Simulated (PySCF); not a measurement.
# AsBr (triplet) with other numerical set-ups

Which parts of the numerical set-up matter for AsBr (triplet)? Each run edits the base script.

The runs use PySCF 2.14.0; method and basis as typed in the scripts.

6 further runs of the same task are left out: 6 that didn't finish.

**1. Where the work starts**

AsBr (triplet): 2 atoms, charge 0, spin multiplicity 3.

Bond lengths: As1–Br2 2.290 Å.

**2. Base script**

input.py reads:

```python
from pyscf import gto, scf, mcscf

mol = gto.M(
    atom='As 0 0 0; Br 0 0 2.29',
    basis='cc-pvdz',
    charge=0,
    spin=2,
    symmetry=True,
    verbose=4,
)
mf = scf.ROHF(mol)
mf.kernel()
mc = mcscf.CASCI(mf, 5, 6)
mc.kernel()
mc.analyze()
mf.dip_moment()
print('orbital energies (hartree):', mf.mo_energy[..., max(0, mol.nelec[1]-3):mol.nelec[0]+3].round(4))
```

Run with:

```
$ OMP_NUM_THREADS=1 python input.py
```

The log of this run is left out.

In short: E(SCF) = -4806.575237 Eh, 9 cycles, E(CAS) − E(SCF) = -0.00057 Eh, μ = 1.67 D (of the SCF density).

The bond length is a typed value, not an optimised one. The triplet is typed in the script; nothing here shows that it is the ground state.

**3. Density fitting weigend**

Variant 1 changes density fitting: none → weigend.

input.py reads:

```python
from pyscf import gto, scf, mcscf

mol = gto.M(
    atom='As 0 0 0; Br 0 0 2.29',
    basis='cc-pvdz',
    charge=0,
    spin=2,
    symmetry=True,
    verbose=4,
)
mf = scf.ROHF(mol)
mf = mf.density_fit(auxbasis='weigend')
mf.kernel()
mc = mcscf.CASCI(mf, 5, 6)
mc.kernel()
mc.analyze()
mf.dip_moment()
print('orbital energies (hartree):', mf.mo_energy[..., max(0, mol.nelec[1]-3):mol.nelec[0]+3].round(4))
```

Run with:

```
$ OMP_NUM_THREADS=1 python input.py
```

**4. Cc-pvdz-dk (X2C on)**

Variant 2 changes basis set: cc-pvdz → cc-pvdz-dk; spin-free X2C: off → on.

Changes to input.py since step 2:

```diff
@@ -4,3 +4,3 @@
     atom='As 0 0 0; Br 0 0 2.29',
-    basis='cc-pvdz',
+    basis='cc-pvdz-dk',
     charge=0,
@@ -11,2 +11,3 @@
 mf = scf.ROHF(mol)
+mf = mf.sfx2c1e()
 mf.kernel()
```

Before running it: what results should come out? Wanted: for each run, E(SCF); from base; SCF dipole; after the SCF.

**Answer**, as computed:

```
                    run  E(SCF) (hartree)  from base (eV)  cycles  SCF dipole (D)  functions                after the SCF
                   base      -4806.575237               0       9            1.67         54  CASCI correlation -0.015 eV
density fitting weigend      -4762.341831      +1203.6523       9            1.52         54  CASCI correlation -0.016 eV
    cc-pvdz-dk (X2C on)      -4863.285481  not comparable       9            1.75         54  CASCI correlation -0.015 eV
```

Total energies from different bases, Hamiltonians or methods carry different errors, so properties are taken as differences within one set-up.
